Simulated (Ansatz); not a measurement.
# CH8OSi2: the cost of one run

Program: Ansatz 0.2.0. Level of theory: RKS CAM-B3LYP-D4/STO-3G. These are calculated values, not measurements.

**1. Starting point**

Bond lengths: Si1–C2 1.870 Å, C2–H3 1.110 Å, C2–H4 1.110 Å, C2–H5 1.110 Å, Si1–H6 1.460 Å, Si1–H7 1.459 Å, Si1–O8 1.679 Å, O8–Si9 1.680 Å, Si9–H10 1.460 Å, Si9–H11 1.460 Å, Si9–H12 1.460 Å. Angles (14 of 19 angles, heavy atoms first): C2–Si1–O8 109.5°, Si1–O8–Si9 125.0°, Si1–C2–H3 109.5°, Si1–C2–H4 109.5°, Si1–C2–H5 109.5°, C2–Si1–H6 109.5°, C2–Si1–H7 109.5°, H6–Si1–O8 109.5°, H7–Si1–O8 109.5°, O8–Si9–H10 109.5°, O8–Si9–H11 109.5°, O8–Si9–H12 109.5°, H3–C2–H4 109.4°, H3–C2–H5 109.4°.

Structure file:

```xyz
12

Si    0.0000    0.0000    0.0000
C     0.0000    0.0000    1.8700
H    -0.9996   -0.3092    2.2405
H     0.7676   -0.7111    2.2405
H     0.2320    1.0203    2.2405
H     1.3768    0.0000   -0.4862
H    -0.6877    1.1914   -0.4862
O    -0.7913   -1.3709   -0.5594
Si   -1.6730   -2.4329    0.3983
H    -1.2634   -2.2870    1.7920
H    -3.0964   -2.1323    0.2761
H    -1.4264   -3.8036   -0.0398
```

**2. Relaxing the start**

File input.yaml:

```yaml
crystal:
  periodic: [false, false, false]
  atoms:
    - { symbol: Si, position_ang: [0.0, 0.0, 0.0] }
    - { symbol: C, position_ang: [0.0, 0.0, 1.87] }
    - { symbol: H, position_ang: [-0.9996, -0.3092, 2.2405] }
    - { symbol: H, position_ang: [0.7676, -0.7111, 2.2405] }
    - { symbol: H, position_ang: [0.232, 1.0203, 2.2405] }
    - { symbol: H, position_ang: [1.3768, 0.0, -0.4862] }
    - { symbol: H, position_ang: [-0.6877, 1.1914, -0.4862] }
    - { symbol: O, position_ang: [-0.7913, -1.3709, -0.5594] }
    - { symbol: Si, position_ang: [-1.673, -2.4329, 0.3983] }
    - { symbol: H, position_ang: [-1.2634, -2.287, 1.792] }
    - { symbol: H, position_ang: [-3.0964, -2.1323, 0.2761] }
    - { symbol: H, position_ang: [-1.4264, -3.8036, -0.0398] }
basis:
  gaussian: { orbitals: STO-3G }
hamiltonian:
  xc: cam_b3lyp
  dispersion: d4
relax:
  f_tol: 0.02
  max_steps: 40
```

On the command line:

```sh
ansatz run input.yaml --threads 1 --pin off --max-ram 2048MiB --backend cpu --events-out ev --progress --plain --runs-dir out
```

What time and memory should one allow on 1 thread of Arm Neoverse V2, shared host?

About 29 s, with a peak of 0.13 GiB.
